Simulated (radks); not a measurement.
**F⁷⁺ in [He]: an all-electron calculation**

What are the levels of the fluorine ion F7+, how large are its shells, and how does its energy divide?

The numbers are computed with radks (a radial shooting solver on a logarithmic mesh, Libxc functionals) version 1 (non-relativistic Kohn-Sham, BLYP, spin-polarised, spherical densities, point nucleus), except any that are marked as measured or tabulated.

## 1. The atom as given

- element: fluorine (Z = 9)
- charge: +7
- electrons: 2
- configuration: [He]

Outer shells as boxes (Hund's rule):

F⁷⁺
```
1s [↑↓]
```

## 2. The calculation

The run's settings:

```text
Z 9
configuration [He]
relativity non-relativistic
functional b88,lyp
spin polarised
nucleus point
```

Started as:

```
$ python run_ks.py task.json out
```

The same process makes all the runs of this session.

Q: Predict the outcome of this run.

**Answer**, as computed:

```
                        quantity                    value
                    total energy        -75.49807 hartree
exchange-correlation share of it                   7.16 %
                            −T/E                   0.9993
          highest occupied level           1s, -900.52 eV
    most extended occupied level  1s up, <r> = 0.174 bohr
 radius at density 0.001 e/bohr³               0.765 bohr
    maxima of the radial density                        1
         ionisation energy, NIST       953.90 (theory) eV
```

**Reading.** 1 principal shells are occupied and 1 maxima appear in the radial density. −T/E = 0.9993, near the virial value of 1. The top level binds by 900.52 eV, 94 % of the NIST ionisation energy of 953.90 eV. 
